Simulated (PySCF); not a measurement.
# CaI⁺: changing the method

Starting from one script, swap the method and compare what comes out for CaI⁺.

Computed with PySCF 2.14.0. Level: each script names its method and basis.

4 further runs of the same task are left out: 2 for a known fault of the program, 2 that didn't finish.

### 1 Starting geometry

CaI⁺: 2 atoms, charge 1, spin multiplicity 1.

Bond lengths: Ca1–I2 2.790 Å.

### 2 Base script

The input, input.py:

```python
from pyscf import gto, dft
from pyscf.prop.polarizability import rhf as pol

mol = gto.M(
    atom='Ca 0 0 0; I 0 0 2.79',
    basis='sbkjc',
    ecp={'Ca': 'sbkjc', 'I': 'sbkjc'},
    charge=1,
    spin=0,
    verbose=4,
)
mf = dft.RKS(mol, xc='pbe0')
mf.kernel()
print('polarizability (a.u.)')
print(pol.Polarizability(mf).polarizability().round(4))
mf.dip_moment()
print('orbital energies (hartree):', mf.mo_energy[..., max(0, mol.nelec[1]-3):mol.nelec[0]+3].round(4))
```

Started as:

```sh
$ OMP_NUM_THREADS=1 python input.py
```

### 3 Population analysis

Variant 1 changes step after the SCF: polarizability → analyze.

Changes to input.py since step 2:

```diff
@@ -1,3 +1,2 @@
 from pyscf import gto, dft
-from pyscf.prop.polarizability import rhf as pol
 
@@ -13,4 +12,3 @@
 mf.kernel()
-print('polarizability (a.u.)')
-print(pol.Polarizability(mf).polarizability().round(4))
+mf.mulliken_pop()
 mf.dip_moment()
```

### 4 M06

Variant 2 changes functional: pbe0 → m06.

Changes to input.py since step 2:

```diff
@@ -11,3 +11,3 @@
 )
-mf = dft.RKS(mol, xc='pbe0')
+mf = dft.RKS(mol, xc='m06')
 mf.kernel()
```

### 5 MP2 (RHF)

Variant 3 changes step after the SCF: polarizability → mp2; SCF type: RKS → RHF; functional: pbe0 → none (Hartree–Fock).

The input, input.py:

```python
from pyscf import gto, scf, mp

mol = gto.M(
    atom='Ca 0 0 0; I 0 0 2.79',
    basis='sbkjc',
    ecp={'Ca': 'sbkjc', 'I': 'sbkjc'},
    charge=1,
    spin=0,
    verbose=4,
)
mf = scf.RHF(mol)
mf.kernel()
mp.MP2(mf).kernel()
mf.dip_moment()
print('orbital energies (hartree):', mf.mo_energy[..., max(0, mol.nelec[1]-3):mol.nelec[0]+3].round(4))
```

### 6 Bhandhlyp

Variant 4 changes functional: pbe0 → bhandhlyp.

Changes to input.py since step 2:

```diff
@@ -11,3 +11,3 @@
 )
-mf = dft.RKS(mol, xc='pbe0')
+mf = dft.RKS(mol, xc='bhandhlyp')
 mf.kernel()
```

### 7 TDDFT

Variant 5 changes step after the SCF: polarizability → tddft; number of roots: none → 5.

The input, input.py:

```python
from pyscf import gto, dft, tdscf

mol = gto.M(
    atom='Ca 0 0 0; I 0 0 2.79',
    basis='sbkjc',
    ecp={'Ca': 'sbkjc', 'I': 'sbkjc'},
    charge=1,
    spin=0,
    verbose=4,
)
mf = dft.RKS(mol, xc='pbe0')
mf.kernel()
td = tdscf.TDDFT(mf)
td.nstates = 5
td.kernel()
td.analyze(verbose=3)
mf.dip_moment()
print('orbital energies (hartree):', mf.mo_energy[..., max(0, mol.nelec[1]-3):mol.nelec[0]+3].round(4))
```

### 8 Blyp

Variant 6 changes functional: pbe0 → blyp.

Changes to input.py since step 2:

```diff
@@ -11,3 +11,3 @@
 )
-mf = dft.RKS(mol, xc='pbe0')
+mf = dft.RKS(mol, xc='blyp')
 mf.kernel()
```

Before running it: what results should come out? Wanted: for each run, E(SCF); from base; gap; after the SCF.

The runs gave:

| run | E(SCF) (hartree) | from base (eV) | cycles | gap (eV) | after the SCF |
| --- | --- | --- | --- | --- | --- |
| base | -11.900884 | 0 | 7 | 3.25 | n/a |
| population analysis | -11.900884 | 0.0000 | 7 | 3.25 | n/a |
| m06 | -11.866655 | not comparable | 10 | 2.81 | n/a |
| MP2 (RHF) | -11.654863 | not comparable | 8 | 6.94 | MP2 correlation -0.549 eV |
| bhandhlyp | -11.848806 | not comparable | 7 | 4.54 | n/a |
| TDDFT | -11.900884 | 0.0000 | 7 | 3.25 | lowest root found 2.25 eV |
| blyp | -11.864137 | not comparable | 7 | 1.77 | n/a |

The gap between the frontier levels is 1.8 eV with blyp (0 % exact exchange) and 4.5 eV with bhandhlyp (50 %): exact exchange opens it. A lower total energy from another functional means nothing by itself.
